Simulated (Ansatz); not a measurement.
# One shape, several levels: CH4BFSe (SMILES C[Se]BF)

Aim: a comparison of 6 runs (HF/STO-3G, HF/3-21G, PBE0/def2-SVP, MP2/def2-TZVP, CCSD/6-31G, CCSD/def2-SVP) of CH4BFSe. 

The results are computed with Ansatz 0.2.0.

2 further runs of the same task are left out: 2 for a known fault of the program.

### 1 The molecule

CH4BFSe has 8 atoms, charge 0, and is taken as a singlet. SMILES: `C[Se]BF`. Geometry: relaxed at PBE0-D4/def2-TZVP. This is one conformer, not always the lowest.

Bond lengths: C1–Se2 1.951 Å, Se2–B3 1.922 Å, B3–F4 1.322 Å, C1–H5 1.088 Å, C1–H6 1.088 Å, C1–H7 1.088 Å, B3–H8 1.198 Å. Angles: C1–Se2–B3 98.6°, Se2–B3–F4 119.1°, Se2–C1–H5 109.1°, Se2–C1–H6 108.7°, Se2–C1–H7 108.8°, Se2–B3–H8 121.2°, F4–B3–H8 119.7°, H5–C1–H6 110.1°, H5–C1–H7 110.1°, H6–C1–H7 110.1°.

### 2 Energy and gradient at HF/STO-3G (run 1)

job.yaml reads:

```yaml
crystal:
  periodic: [false, false, false]
  atoms:
    - {symbol: C, position_ang: [-0.616800, 1.012200, -0.552300]}
    - {symbol: Se, position_ang: [0.736900, 0.681100, 0.812600]}
    - {symbol: B, position_ang: [0.806100, -1.235400, 0.688400]}
    - {symbol: F, position_ang: [1.634200, -1.902200, 1.474400]}
    - {symbol: H, position_ang: [-0.942100, 0.061000, -0.968400]}
    - {symbol: H, position_ang: [-1.457800, 1.525900, -0.092200]}
    - {symbol: H, position_ang: [-0.182300, 1.632700, -1.332700]}
    - {symbol: H, position_ang: [0.114100, -1.832300, -0.085600]}
basis:
  gaussian:
    orbitals: STO-3G
hamiltonian:
  xc: hf
accuracy: high
output:
  forces: true
  orbitals: {seedname: orbitals}
```

Launch:

```console
$ ansatz run job.yaml --threads 1 --pin off --max-ram 2610MiB --events-out events.jsonl --progress --plain --runs-dir runs
```

The program printed:

```text
Warning: RAYON_NUM_THREADS=1 ignored (pool sized by the plan → 1); use --threads N
Functional definition: HF
  name "HF"
  exchange = exact_x
  correlation = 0
624 factors; integrals over basis functions are off by at most 1.0e-8 eV
mean field evaluation 1: about -68999.6010 eV, gradient 2.4e1 eV
mean field evaluation 2: about -68999.7299 eV, gradient 2.4e1 eV
mean field evaluation 4: about -69002.1807 eV, gradient 1.4e0 eV
mean field evaluation 8: about -69002.1903 eV, gradient 4.5e-6 eV
mean field -69002.19029817 eV, -2535.7837220935 hartree, gradient 7.7e-9 eV, S^2 0.000000; 0 other end points of the search recorded, 0 dependent functions left out
the calculation of the forces begins
reference -69002.19029817 eV, -2535.7837220935 hartree; 29, 29 occupied and 8, 8 virtual orbitals, 624 factors
Total energy: -69002.19029817 eV, -2535.7837220935 hartree
Atom 0 at    -0.616800     1.012200    -0.552300 Å, force     0.459497    -0.114872     0.469466 eV/Å
Atom 1 at     0.736900     0.681100     0.812600 Å, force    -0.312475    -0.134309    -0.336988 eV/Å
Atom 2 at     0.806100    -1.235400     0.688400 Å, force     0.488555    -0.950078     0.407953 eV/Å
Atom 3 at     1.634200    -1.902200     1.474400 Å, force    -0.904665     0.486728    -0.883470 eV/Å
Atom 4 at    -0.942100     0.061000    -0.968400 Å, force    -0.082422     0.307240    -0.059348 eV/Å
Atom 5 at    -1.457800     1.525900    -0.092200 Å, force     0.022440    -0.048922    -0.277106 eV/Å
Atom 6 at    -0.182300     1.632700    -1.332700 Å, force    -0.270908    -0.074244     0.008042 eV/Å
Atom 7 at     0.114100    -1.832300    -0.085600 Å, force     0.599977     0.528458     0.671453 eV/Å
Dipole moment:    -0.228557    -0.073469    -0.243505 e Å
```

Wall time 1.1 s (1 thread of Intel Xeon Platinum 8375C at 2.90GHz (Ice Lake), shared host); peak memory 0.11 GiB.

### 3 Energy and forces at HF/3-21G (run 2)

Edit job.yaml of step 2 so:

```diff
@@ -12,9 +12,5 @@
 basis:
-  gaussian:
-    orbitals: STO-3G
-hamiltonian:
-  xc: hf
+  gaussian: {orbitals: 3-21G-spherical.json}
+hamiltonian: {xc: hf}
 accuracy: high
-output:
-  forces: true
-  orbitals: {seedname: orbitals}
+output: {forces: true, orbitals: {seedname: orbitals}}
```

The basis set 3-21G is read from a file made from the Basis Set Exchange's data (not shown).

Launch:

```console
$ ansatz run job.yaml --threads 1 --pin off --max-ram 2610MiB --events-out events.jsonl --progress --plain --runs-dir runs
```

The program printed, cut to the lines that bear on the results:

```text
Warning: RAYON_NUM_THREADS=1 ignored (pool sized by the plan → 1); use --threads N
[... 2 set-up lines as earlier in the session ...]
[...]
1136 factors; integrals over basis functions are off by at most 1.0e-8 eV
[...]
mean field -69442.84912937 eV, -2551.9776354505 hartree, gradient 8.3e-9 eV, S^2 0.000000; 0 other end points of the search recorded, 0 dependent functions left out
[...]
reference -69442.84912937 eV, -2551.9776354505 hartree; 29, 29 occupied and 28, 28 virtual orbitals, 1136 factors
Total energy: -69442.84912937 eV, -2551.9776354505 hartree
Atom 0 at    -0.616800     1.012200    -0.552300 Å, force    -0.542340     0.206226    -0.538240 eV/Å
Atom 1 at     0.736900     0.681100     0.812600 Å, force     0.406418     0.388880     0.458565 eV/Å
Atom 2 at     0.806100    -1.235400     0.688400 Å, force    -0.999826     0.017482    -1.028412 eV/Å
Atom 3 at     1.634200    -1.902200     1.474400 Å, force     0.834361    -0.769017     0.781995 eV/Å
Atom 4 at    -0.942100     0.061000    -0.968400 Å, force     0.009242     0.366909     0.040806 eV/Å
Atom 5 at    -1.457800     1.525900    -0.092200 Å, force     0.238563    -0.177157    -0.227863 eV/Å
Atom 6 at    -0.182300     1.632700    -1.332700 Å, force    -0.217307    -0.215371     0.215786 eV/Å
Atom 7 at     0.114100    -1.832300    -0.085600 Å, force     0.270890     0.182048     0.297362 eV/Å
Dipole moment:    -0.341779     0.078250    -0.344789 e Å
```

Run time: 1.6 s. Hardware: 1 thread of Intel Xeon Platinum 8375C at 2.90GHz (Ice Lake), shared host; peak memory 0.15 GiB.

Runs 3 to 4 aren't shown in full; the table further down has their settings and results.

### 4 Energy and gradient at CCSD/6-31G (run 5)

molecule.yaml reads:

```yaml
crystal:
  periodic: [false, false, false]
  atoms:
    - {symbol: C, position_ang: [-0.616800, 1.012200, -0.552300]}
    - {symbol: Se, position_ang: [0.736900, 0.681100, 0.812600]}
    - {symbol: B, position_ang: [0.806100, -1.235400, 0.688400]}
    - {symbol: F, position_ang: [1.634200, -1.902200, 1.474400]}
    - {symbol: H, position_ang: [-0.942100, 0.061000, -0.968400]}
    - {symbol: H, position_ang: [-1.457800, 1.525900, -0.092200]}
    - {symbol: H, position_ang: [-0.182300, 1.632700, -1.332700]}
    - {symbol: H, position_ang: [0.114100, -1.832300, -0.085600]}
basis:
  gaussian: {orbitals: 6-31G-spherical.json}
correlation: {method: ccsd, frozen_orbitals: {B: 1, C: 1, F: 1, H: 0, Se: 9}}
accuracy: high
scf: {omitted_lower_state_checks: [cluster_reference, increment]}
output: {forces: true, orbitals: {seedname: orbitals}}
```

The basis set 6-31G is read from a file made from the Basis Set Exchange's data (not shown).

Launch:

```console
$ ansatz run molecule.yaml --threads 1 --pin off --max-ram 2610MiB --events-out events.jsonl --progress --plain --runs-dir runs
```

The program printed:

```text
Warning: RAYON_NUM_THREADS=1 ignored (pool sized by the plan → 1); use --threads N
[... 11 lines left out ...]
12 core orbitals not correlated: weight in the atoms' cores, before any rotation towards them, 1.000 or more for the frozen orbitals, at most 0.000 for the correlated occupied ones
[... 25 lines left out ...]
Total energy: -69777.74547797 eV, -2564.2848492606 hartree
[... 8 lines left out ...]
Dipole moment:    -0.363984     0.159337    -0.359638 e Å
Checks for a lower state left out: cluster_reference, increment
```

Wall time 14 s (1 thread of Intel Xeon Platinum 8375C at 2.90GHz (Ice Lake), shared host); peak memory 0.29 GiB.

### 5 Energy and gradient at CCSD/def2-SVP (run 6)

Edit molecule.yaml of step 4 so:

```diff
@@ -12,6 +12,12 @@
 basis:
-  gaussian: {orbitals: 6-31G-spherical.json}
-correlation: {method: ccsd, frozen_orbitals: {B: 1, C: 1, F: 1, H: 0, Se: 9}}
+  gaussian:
+    orbitals: def2-SVP
+correlation:
+  method: ccsd
+  frozen_orbitals: {B: 1, C: 1, F: 1, H: 0, Se: 9}
 accuracy: high
-scf: {omitted_lower_state_checks: [cluster_reference, increment]}
-output: {forces: true, orbitals: {seedname: orbitals}}
+scf:
+  omitted_lower_state_checks: [cluster_reference, increment]
+output:
+  forces: true
+  orbitals: {seedname: orbitals}
```

Launch:

```console
$ ansatz run molecule.yaml --threads 1 --pin off --max-ram 2610MiB --events-out events.jsonl --progress --plain --runs-dir runs
```

The program printed:

```text
Warning: RAYON_NUM_THREADS=1 ignored (pool sized by the plan → 1); use --threads N
[... 11 lines left out ...]
12 core orbitals not correlated: weight in the atoms' cores, before any rotation towards them, 1.000 or more for the frozen orbitals, at most 0.000 for the correlated occupied ones
[... 24 lines left out ...]
Total energy: -69783.25875612 eV, -2564.4874584959 hartree
[... 8 lines left out ...]
Dipole moment:    -0.291462     0.146286    -0.286026 e Å
Checks for a lower state left out: cluster_reference, increment
```

Wall time 66 s (1 thread of Intel Xeon Platinum 8375C at 2.90GHz (Ice Lake), shared host); peak memory 0.83 GiB.

### 6 Overview of the runs

```tsv
run	level	frozen core orbitals	energy (Eh)	dipole moment (D)	HOMO energy (eV)	LUMO energy (eV)	wall time
1	HF/STO-3G	–	-2535.783722	1.64	-7.37	7.51	1.1 s
2	HF/3-21G	–	-2551.977635	2.36	-9.61	3.33	1.6 s
3	PBE0/def2-SVP	–	-2565.946004	2.10	-7.18	-0.45	9.9 s
4	MP2/def2-TZVP	12	-2565.094189	2.24	-9.69	2.68	41 s
5	CCSD/6-31G	12	-2564.284849	2.57	-9.76	3.19	14 s
6	CCSD/def2-SVP	12	-2564.487458	2.08	-9.66	3.14	66 s
```

### 7 Summary of results

| quantity | value |
| --- | --- |
| run 6: total energy | -2564.48746 Eh |
| run 6: dipole moment (correlated density) | 2.08 D |
| run 6: HOMO energy (Hartree–Fock orbitals) | -9.66 eV |
| run 6: LUMO energy (Hartree–Fock orbitals) | 3.14 eV |
| run 6: HOMO–LUMO gap (Hartree–Fock orbitals) | 12.80 eV |
| run 6: correlation energy (12 core orbitals frozen) | -677.4 mEh |
| run 6: T1 diagnostic | 0.012 |
| run 6: largest force on an atom | 0.351 eV/Å |

What this shows: The dipole moment (its size) runs from 1.64 D (HF/STO-3G) to 2.57 D (CCSD/6-31G). The two ends differ in method and basis. Over runs 1, 2, 3 the HOMO–LUMO gap runs from 6.73 eV (PBE0/def2-SVP) to 14.87 eV (HF/STO-3G). In run 1 the basis is minimal, so the values are rough. All runs together took 2.2 min, the longest 66 s.
